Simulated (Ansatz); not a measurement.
# SiF4 (silicon tetrafluoride) at SVWN5/6-311+G(d,p)

Aim: the electronic atomisation energy of SiF4 (silicon tetrafluoride) at SVWN5/6-311+G**, from 3 runs. 

The calculation is run with Ansatz 0.2.0.

19 further runs of the same task are left out: 2 that didn't finish, 17 set aside as unsound or not needed.

### 1 The molecule

The species is SiF4 (5 atoms), meant as a singlet with charge 0. SMILES: `F[Si](F)(F)F`. The coordinates come from a PBE0-D4/def2-TZVP relaxation.

Bond lengths: F1–Si2 1.562 Å, Si2–F3 1.562 Å, Si2–F4 1.562 Å, Si2–F5 1.562 Å. Angles: F1–Si2–F3 109.5°, F1–Si2–F4 109.5°, F1–Si2–F5 109.5°, F3–Si2–F4 109.5°, F3–Si2–F5 109.5°, F4–Si2–F5 109.5°.

### 2 A single-point energy at SVWN5/6-311+G(d,p)

molecule.yaml reads:

```yaml
crystal:
  periodic: [false, false, false]
  atoms:
    - {symbol: F, position_ang: [0.143200, -0.791930, 1.338460]}
    - {symbol: Si, position_ang: [0.000000, -0.000000, -0.000000]}
    - {symbol: F, position_ang: [-1.047100, 1.144420, 0.181750]}
    - {symbol: F, position_ang: [-0.477230, -0.967810, -1.129040]}
    - {symbol: F, position_ang: [1.381130, 0.615320, -0.391170]}
basis:
  gaussian: {orbitals: 6-311+G_st__st_-spherical.json}
hamiltonian: {xc: {name: SVWN5}}
output: {orbitals: {seedname: orbitals}}
accuracy: high
```

The basis set 6-311+G** is read from a file made from the Basis Set Exchange's data (not shown).

Started as:

```bash
$ ansatz run molecule.yaml --threads 1 --pin off --max-ram 3480MiB --events-out events.jsonl --progress --plain --runs-dir runs
```

Standard output:

```text
Warning: RAYON_NUM_THREADS=1 ignored (pool sized by the plan → 1); use --threads N
Functional definition: SVWN5
  name "SVWN5"
  exchange = slater_x
  correlation = vwn5_c
2151 factors; integrals over basis functions are off by at most 1.8e-8 eV
mean field evaluation 1: about -18650.6043 eV, gradient 6.5e1 eV
mean field evaluation 2: about -18635.7068 eV, gradient 1.2e2 eV
mean field evaluation 4: about -18655.9531 eV, gradient 1.2e0 eV
mean field evaluation 8: about -18655.9535 eV, gradient 2.5e-2 eV
mean field evaluation 16: about -18655.9535 eV, gradient 6.2e-8 eV
mean field -18655.95350474 eV, -685.5936458396 hartree, gradient 2.6e-8 eV, S^2 0.000000; 0 other end points of the search recorded, 0 dependent functions left out
reference -18655.95351105 eV, -685.5936460717 hartree; 25, 25 occupied and 93, 93 virtual orbitals, 2151 factors
Total energy: -18655.95351105 eV, -685.5936460717 hartree
```

Run time: 4.5 s. Hardware: 1 thread of Arm Neoverse V2, shared host; peak memory 0.3 GiB.

### 3 The F atom

job.yaml reads:

```yaml
crystal:
  periodic: [false, false, false]
  atoms:
    - symbol: F
      position_ang: [0.000000, 0.000000, 0.000000]
basis:
  gaussian: {orbitals: 6-311+G_st__st_.json}
magnetization: {spin_polarized: true, initial_magnetization: 1}
hamiltonian: {xc: {name: SVWN5}}
accuracy: high
```

The basis set 6-311+G** is read from a file made from the Basis Set Exchange's data (not shown).

Run the same way, it converges to -99.09788 Eh (log not shown).

### 4 The Si atom

in.yaml reads:

```yaml
crystal:
  periodic: [false, false, false]
  atoms:
    - {symbol: Si, position_ang: [0.000000, 0.000000, 0.000000]}
basis:
  gaussian: {orbitals: 6-311+G_st__st_-spherical.json}
magnetization: {spin_polarized: true, initial_magnetization: 2}
hamiltonian: {xc: {name: SVWN5}}
accuracy: high
```

The basis set 6-311+G** is read from a file made from the Basis Set Exchange's data (not shown).

Started as:

```bash
$ ansatz run in.yaml --threads 1 --pin off --max-ram 3480MiB --events-out events.jsonl --progress --plain --runs-dir runs
```

Standard output:

```text
Warning: RAYON_NUM_THREADS=1 ignored (pool sized by the plan → 1); use --threads N
[... 4 set-up lines as earlier in the session ...]
230 factors; integrals over basis functions are off by at most 3.5e-9 eV
mean field evaluation 1: about -7842.5205 eV, gradient 3.6e0 eV
mean field evaluation 2: about -7842.5584 eV, gradient 3.6e0 eV
mean field evaluation 4: about -7842.6318 eV, gradient 1.5e0 eV
mean field evaluation 8: about -7842.6318 eV, gradient 1.5e0 eV
mean field evaluation 16: about -7842.5905 eV, gradient 2.6e0 eV
mean field evaluation 32: about -7842.6507 eV, gradient 3.0e-3 eV
mean field -7842.65072019 eV, -288.2120980275 hartree, gradient 8.8e-8 eV, S^2 2.000929; 2 other end points of the search recorded, 0 dependent functions left out
reference -7842.65072251 eV, -288.2120981127 hartree; 8, 6 occupied and 22, 24 virtual orbitals, 230 factors
Total energy: -7842.65072251 eV, -288.2120981127 hartree
```

Run time: 0.76 s. Hardware: 1 thread of Arm Neoverse V2, shared host.

### 5 Results

Level: SVWN5/6-311+G**.

| quantity | value |
| --- | --- |
| molecule: total energy | -685.59365 Eh |
| molecule: HOMO energy | -11.06 eV |
| molecule: LUMO energy | -1.54 eV |
| molecule: HOMO–LUMO gap | 9.53 eV |
| F atom: total energy | -99.09788 Eh |
| F atom: ⟨S²⟩ | 0.751 |
| Si atom: total energy | -288.21210 Eh |
| Si atom: ⟨S²⟩ | 2.001 |
| electronic atomisation energy | 26.940 eV |

What this shows: Taking the molecule apart into free atoms costs 26.94 eV (2599 kJ/mol), before zero-point energy and without spin-orbit coupling.
